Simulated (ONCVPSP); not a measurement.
**Nitrogen: generating and testing an ONCV potential**

Task: generate the file, and judge it by its errors in other configurations, its logarithmic derivatives, its ghosts and its cutoff.

Method: ONCVPSP 4.0.1.1 (patched build), PBEsol, scalar-relativistic.

## (1) Settings

The settings as typed:

```json
{
 "element": "nitrogen (N, Z = 7)",
 "type": "optimised norm-conserving Vanderbilt (ONCV)",
 "frozen core": "[He]",
 "valence charge": "5",
 "reference configuration": "2s2 2p3",
 "partial waves": "2s: rc 0.80 bohr, ncon 4, nbas 7, qcut 5.1 1/bohr, 2 projectors, debl 2.1 Ha; 2p: rc 1.75 bohr, ncon 3, nbas 6, qcut 7.8 1/bohr, 2 projectors, debl 1.3 Ha; d scattering state at 0.03 Ha: rc 1.40 bohr, ncon 4, nbas 7, qcut 5.7 1/bohr, 1 projector",
 "local potential": "polynomial inside 0.60 bohr (lpopt 4, dvloc0 0 Ha)",
 "core correction": "not asked for"
}
```

An earlier all-electron run gives the scale for the radii.

All-electron outer shells of the reference configuration (PBEsol, scalar-relativistic, ld1.x):

| shell | level (eV) | outermost node (bohr) | outermost maximum (bohr) |
| --- | --- | --- | --- |
| 1s | -383.09 | – | 0.15 |
| 2s | -18.46 | 0.32 | 1.02 |
| 2p | -7.04 | – | 0.98 |

## (2) The generation run

File N.dat:

```
# ATOM AND REFERENCE CONFIGURATION
# atsym  z   nc   nv     iexc    psfile
  N 7.00    1    2  -116133      upf
#
#   n    l    f
    1    0    2.00
    2    0    2.00
    2    1    3.00
#
# PSEUDOPOTENTIAL AND OPTIMIZATION
# lmax
    2
#
#   l,   rc,      ep,       ncon, nbas, qcut
    0    0.80    0.00    4    7    5.10
    1    1.75    0.00    3    6    7.80
    2    1.40    0.03    4    7    5.70
#
# LOCAL POTENTIAL
# lloc, lpopt,  rc(5),   dvloc0
    4    4    0.60    0.00
#
# VANDERBILT-KLEINMAN-BYLANDER PROJECTORs
# l, nproj, debl
    0    2    2.10
    1    2    1.30
    2    1    1.40
#
# MODEL CORE CHARGE
# icmod, fcfact, rcfact
    0    0.00    0.00
#
# LOG DERIVATIVE ANALYSIS
# epsh1, epsh2, depsh
   -2.00    5.00    0.02
#
# OUTPUT GRID
# rlmax, drl
    6.00    0.01
#
# TEST CONFIGURATIONS
# ncnf
    4
# nvcnf
#   n    l    f
    2
    2    0    2.00
    2    1    2.00
#
    2
    2    0    2.00
    2    1    1.00
#
    2
    2    0    2.00
    2    1    0.00
#
    2
    2    0    1.00
    2    1    4.00
#
```

Started as:

```sh
$ oncvpsp.x < N.dat > N.out
```

Q: Predict the outcome of this session. Wanted: cutoffs for 1 and 0.1 mHa per electron, occupied waves; bound ghosts; GHOST(+) flags; largest test error; largest phase difference near zero energy, channels read.

**Answer**, as computed:

| quantity | value |
| --- | --- |
| cutoffs for 1 and 0.1 mHa per electron, occupied waves | 111 Ha and 165 Ha |
| bound ghosts | none found |
| GHOST(+) flags | none at low energy (1 near or above the test basis's cutoff) |
| largest test error (AE − PS) | +1080 meV, for 2s2 2p0 |
| largest phase difference near zero energy, channels read | 0.000 rad |

In words: By total energies transferability is poor: the largest error is 1080 meV on 89.1 eV, for 2s2 2p0. That test lies far up in energy; among those under 40 eV, nearer to bonding, the largest error is 32 meV. It counts as very hard, with 111 Ha needed at the looser tolerance. At the looser tolerance the 2s wave is the slowest; 2p needs 20 Ha. The program's ghost test flags no bound state. Near zero energy the phases of the channels with partial waves agree within 0.001 rad. All of this concerns the isolated atom, not yet a solid.
